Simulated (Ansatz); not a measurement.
# CH3GaOS: small, medium and large basis sets

How large a basis does CH3GaOS need? Two functionals are run in growing sets.

Method: one geometry, several basis sets; program: Ansatz 0.2.0, Gaussian basis.

The runs, in order: PBE0-D4/def2-SVP; ωB97M-V/def2-SVP; PBE0-D4/def2-QZVPP; ωB97M-V/def2-QZVPP; the functionals' def2-TZVPP values are taken from earlier runs.

## 1. The geometry

All runs share one geometry, relaxed beforehand with PBE0-D4 in a triple-zeta def2 set.

SMILES `O=[C](S)[GaH2]`, 7 atoms, charge 0, spin multiplicity 1.

Atoms are counted from 1 here; the program's logs count them from 0.

Bond lengths: O1–C2 1.198 Å, C2–S3 1.805 Å, C2–Ga4 2.036 Å, S3–H5 1.342 Å, Ga4–H6 1.561 Å, Ga4–H7 1.571 Å. Angles: O1–C2–S3 119.6°, O1–C2–Ga4 122.8°, S3–C2–Ga4 117.6°, C2–S3–H5 95.5°, C2–Ga4–H6 117.8°, C2–Ga4–H7 117.2°, H6–Ga4–H7 125.0°.

## 2. PBE0-D4 in def2-SVP

in.yaml

```yaml
crystal:
  periodic: [false, false, false]
  atoms:
    - {symbol: O, position_ang: [-0.090338, -1.431308, 1.551371]}
    - {symbol: C, position_ang: [0.259799, -0.684864, 0.681547]}
    - {symbol: S, position_ang: [2.006290, -0.594323, 0.234295]}
    - {symbol: Ga, position_ang: [-1.037392, 0.508812, -0.336770]}
    - {symbol: H, position_ang: [1.845031, 0.330769, -0.725079]}
    - {symbol: H, position_ang: [-2.548577, 0.436198, 0.047890]}
    - {symbol: H, position_ang: [-0.434813, 1.434716, -1.453254]}
basis:
  gaussian: {orbitals: def2-SVP}
hamiltonian: {xc: pbe0, dispersion: d4}
output: {orbitals: {seedname: orbitals}}
```

Further steps of the session: ωB97M-V in def2-SVP; PBE0-D4 in def2-QZVPP; ωB97M-V in def2-QZVPP.

**Question.** What will the summary of the whole plan be? Wanted: PBE0-D4: double and triple zeta above quadruple; ωB97M-V: double and triple zeta above quadruple.

As calculated:

| quantity | value |
| --- | --- |
| PBE0-D4: double and triple zeta above quadruple | 15.86, 1.70 eV |
| ωB97M-V: double and triple zeta above quadruple | 15.87, 1.64 eV |

In words: PBE0-D4 gains 14.16 eV from double to triple zeta, then 1.70 eV more. Total energies overstate the basis error of differences, where much of it tends to cancel.
